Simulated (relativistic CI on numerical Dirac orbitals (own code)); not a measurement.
# Ba²⁺: one ion under different settings

How much do the settings matter for Ba²⁺? One ion, several inputs.

The numbers are computed with relativistic CI on numerical Dirac orbitals (own code) version 3 (Dirac-Coulomb-Breit CI, KLI orbitals optimised for each configuration, model QED (radiative potential, 1s self-energy scaled to tabulated hydrogen-like ionisation energies), numerical settings as typed), except any that are marked as measured or tabulated.

### Step 1. The system

```
ion            : Ba²⁺ (Ba III)
nuclear charge : 56
electrons      : 54
isotope        : A = 138
```

### Step 2. Usual settings

Settings of the run:

```ini
atom Ba  Z=56  charge=2  electrons=54
nucleus A=138  rms_radius_fm=4.8378
hamiltonian dirac-coulomb  breit=on  qed=on  c_scale=1
orbitals kli  potential=per-configuration
slater_scale 1
correlation none
mixing on
grid step=0.0125 r_max=67.1
scf mixing=0.4 start=green max_iterations=150 tolerance=2e-08 node_fill=0.05
configurations
  [Kr] 4d10 5s2 5p6
end
```

The run is started by

```sh
$ python run_levels.py task.json out
```

task.json lists these runs, among others, and the program works through them in turn.

### Step 3. Breit term off, start potential previous, Slater scale 0.5

Settings of the run:

```ini
atom Ba  Z=56  charge=2  electrons=54
nucleus A=138  rms_radius_fm=4.8378
hamiltonian dirac-coulomb  breit=off  qed=on  c_scale=1
orbitals kli  potential=per-configuration
slater_scale 0.5
correlation none
mixing on
grid step=0.0125 r_max=67.1
scf mixing=0.4 start=previous max_iterations=150 tolerance=2e-08 node_fill=0.05
configurations
  [Kr] 4d10 5s2 5p6
end
```

### Step 4. Iteration limit 30, Slater scale 1.2

Settings of the run:

```ini
atom Ba  Z=56  charge=2  electrons=54
nucleus A=138  rms_radius_fm=4.8378
hamiltonian dirac-coulomb  breit=on  qed=on  c_scale=1
orbitals kli  potential=per-configuration
slater_scale 1.2
correlation none
mixing on
grid step=0.0125 r_max=67.1
scf mixing=0.4 start=green max_iterations=30 tolerance=2e-08 node_fill=0.05
configurations
  [Kr] 4d10 5s2 5p6
end
```

### Step 5. Iteration limit 30

Changes to the settings of step 4:

```diff
@@ -4,3 +4,3 @@
 orbitals kli  potential=per-configuration
-slater_scale 1.2
+slater_scale 1
 correlation none
```

### Step 6. Node fill 0.01

Changes to the settings of step 5:

```diff
@@ -8,3 +8,3 @@
 grid step=0.0125 r_max=67.1
-scf mixing=0.4 start=green max_iterations=30 tolerance=2e-08 node_fill=0.05
+scf mixing=0.4 start=green max_iterations=150 tolerance=2e-08 node_fill=0.01
 configurations
```

(Steps that only read results are left out.)

**Question.** What will these runs give? Wanted: lowest level, usual settings; total energy.

The runs gave:

| setting | total energy less usual (Ha) | largest shift of a level among the lowest eight of both runs, same label and place (cm⁻¹) | SCF iterations | time | lowest level | kind of change |
| --- | --- | --- | --- | --- | --- | --- |
| usual | 0 | 0 | 11 | 0.087 s | 5p6 1S0 | - |
| Breit term off, start potential previous, Slater scale 0.5 | -6.55 | - | 11 | 0.081 s | 5p6 1S0 | model term |
| iteration limit 30, Slater scale 1.2 | 0 | - | 11 | 0.087 s | 5p6 1S0 | model term |
| iteration limit 30 | 0 | - | 11 | 0.086 s | 5p6 1S0 | numerical |
| node fill 0.01 | 0.00469 | - | 11 | 0.087 s | 5p6 1S0 | numerical |

```
                    quantity          value
lowest level, usual settings        5p6 1S0
                total energy  -8124.2155 Ha
```

In words: No visible change in the result comes from «iteration limit 30, Slater scale 1.2» or «iteration limit 30». Only the listed configurations are in the model. Near neutrality, missing correlation can shift configurations against each other by thousands of cm⁻¹.
